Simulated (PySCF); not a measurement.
# C8H10 (Ethylbenzene): the cost of one run

Programs: PySCF 2.14.0, with density-fitted response routines of our own. Each step states its level of theory. These are calculated values for one molecule, in the gas phase or a continuum, unless marked as measured. Atoms are numbered from 0 throughout.

**1. The molecule as given**

18 atoms, charge 0, multiplicity 1; geometry from: GFN2-xTB. The atoms were then displaced at random by about 0.01 Å, so the start is not that level's minimum.

Bonds of the start (Å): C0–C1 1.52, C1–C2 1.49, C2–C3 1.42, C3–C4 1.35, C4–C5 1.39, C5–C6 1.37, C6–C7 1.38, C7–C2 1.41, C0–H8 1.11, C0–H9 1.09, C0–H10 1.06, C1–H11 1.09, C1–H12 1.11, C3–H13 1.11, C4–H14 1.09, C5–H15 1.08, C6–H16 1.09, C7–H17 1.09.

**2. Relaxing the molecule at PBE0-D3(BJ)/def2-TZVP**

What the job is given:

```
{"job": {"xc": "PBE0", "basis": "def2-TZVP", "d3": "d3bj", "grid": 2, "shake": 0.01, "kind": "geom"}, "charge": 0, "multiplicity": 1}
C     -2.367930    -0.488530    -0.639540
C     -1.661260     0.135010     0.554500
C     -0.192630     0.144120     0.307850
C      0.640670    -0.943220     0.671770
C      1.963670    -0.965190     0.406810
C      2.561130     0.127460    -0.208510
C      1.806300     1.212900    -0.570510
C      0.453270     1.230080    -0.316500
H     -3.464100    -0.463300    -0.452020
H     -2.185880     0.113450    -1.531530
H     -2.066680    -1.488100    -0.805330
H     -1.878440    -0.446400     1.455630
H     -2.038200     1.170000     0.709050
H      0.127890    -1.788750     1.171060
H      2.556110    -1.825100     0.704090
H      3.625970     0.128350    -0.398370
H      2.260000     2.072540    -1.060810
H     -0.167430     2.086660    -0.590030
```

The run is started by

```sh
> OMP_NUM_THREADS=2 python probes_run.py task.json out
```

The driver reads the jobs from task.json and runs them one after another.

Q: Estimate the wall time and peak memory of this first job on 2 threads of Intel Xeon at 2.50GHz, shared host.

About 8.7 min, with a peak of 2 GiB.
